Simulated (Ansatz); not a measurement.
A nudged elastic band was laid between two geometries of a periodic cell of 17 atoms, TiSi16 (host Si, host structure diamond, interstitial Ti).

All numbers below come from Ansatz 0.2.0, DFT PBE, scalar-relativistic, plane waves, PAW. Settings: PAW set soft_1, cutoff 420 eV, k mesh 2x2x2, gaussian smearing 0.02 eV, no spin polarisation.

| Item | Value |
| --- | --- |
| movable images | 3 |
| climbing image | yes |
| spring | 2.0 to 10.0 eV/Å², energy-weighted |
| optimiser | quadratic models (default) |
| start path | IDPP |
| force threshold | 0.05 eV/Å |
| iteration limit | 80 |
| end points | relaxed |

First end point:

```xyz
17
Lattice="0.0000 5.4300 5.4300 5.4300 0.0000 5.4300 5.4300 5.4300 0.0000" Properties=species:S:1:pos:R:3
Si -0.003 0.014 -0.003
Si 1.357 1.396 1.416
Si 2.665 2.762 0.032
Si 4.030 4.087 1.397
Si 2.652 0.003 2.773
Si 4.010 1.393 4.068
Si 5.395 2.761 2.762
Si 6.744 4.086 4.112
Si 0.022 2.796 2.817
Si 1.317 4.146 4.115
Si 2.632 5.443 2.796
Si 4.049 6.827 4.152
Si 2.612 2.791 5.406
Si 4.031 4.127 6.827
Si 5.406 5.435 5.450
Si 6.704 6.824 6.809
Ti 9.461 6.843 6.828
```

Last end point:

```xyz
17
Lattice="0.0000 5.4300 5.4300 5.4300 0.0000 5.4300 5.4300 5.4300 0.0000" Properties=species:S:1:pos:R:3
Si -0.037 0.022 -0.081
Si 1.345 1.439 1.276
Si 2.642 2.755 -0.041
Si 3.993 4.050 1.255
Si 2.701 0.041 2.674
Si 4.028 1.405 4.039
Si 5.393 2.714 2.655
Si 6.775 4.073 4.073
Si -0.036 2.797 2.694
Si 1.354 4.094 4.052
Si 2.660 5.470 2.674
Si 3.994 6.890 4.095
Si 2.703 2.756 5.390
Si 4.028 4.106 6.740
Si 5.394 5.490 5.432
Si 6.785 6.848 6.728
Ti 10.805 5.470 8.105
```

(1) Which bonds break or form, and what moves?

(2) Give the energies along the band, and the barrier.

(3) What is the geometry of the highest image?

## Answers

(1) Contacts lost: Si6–Ti17, Si13–Ti17, Si14–Ti17, Si16–Ti17. Contacts made: Si5–Ti17, Si7–Ti17, Si8–Ti17, Si15–Ti17. The atom that moves furthest is Ti17, by 2.31 Å.

(2) The run converged. The highest image is number 2 of 0 to 4, 1.71 eV above the ends, which have the same energy within 2 meV. By the program's own check the climbing image is of a kind that is not told: the force calls were inconclusive, a negative curvature could not be distinguished from the path's own, the only one lies far off the path, or fixed occupations may fill a level only in part (lowest curvatures found: -4.04 and -0.09 eV/Å²). Limits of this set-up: coarse k mesh.

```tsv
image	path coordinate (Å)	energy (eV)	Si6–Ti17 (Å)	Si13–Ti17 (Å)	Si14–Ti17 (Å)
0	0.00	0.00	2.76	2.44	2.71
1	1.00	0.88	3.08	2.62	3.07
2	1.61	1.71	3.51	3.19	3.51
3	2.20	0.92	3.98	3.82	3.97
4	3.13	0.00	4.49	4.68	4.49
```

(3) 
```xyz
17
Lattice="0.0000 5.4300 5.4300 5.4300 0.0000 5.4300 5.4300 5.4300 0.0000" Properties=species:S:1:pos:R:3
Si 0.071 -0.072 -0.127
Si 1.449 1.509 1.246
Si 2.480 2.949 -0.195
Si 3.920 3.983 1.244
Si 2.685 0.111 2.641
Si 4.105 1.323 4.062
Si 5.316 2.743 2.640
Si 6.548 4.309 3.872
Si 0.074 2.882 2.828
Si 1.510 3.923 4.265
Si 2.549 5.358 2.826
Si 3.922 6.940 4.204
Si 2.871 2.558 5.625
Si 4.106 4.120 6.860
Si 5.317 5.541 5.439
Si 6.738 6.753 6.859
Ti 10.144 6.148 7.469
```

The run took 5.9 min on 1 thread of Arm Neoverse V2 (shared host), peak memory 0.8 GiB.
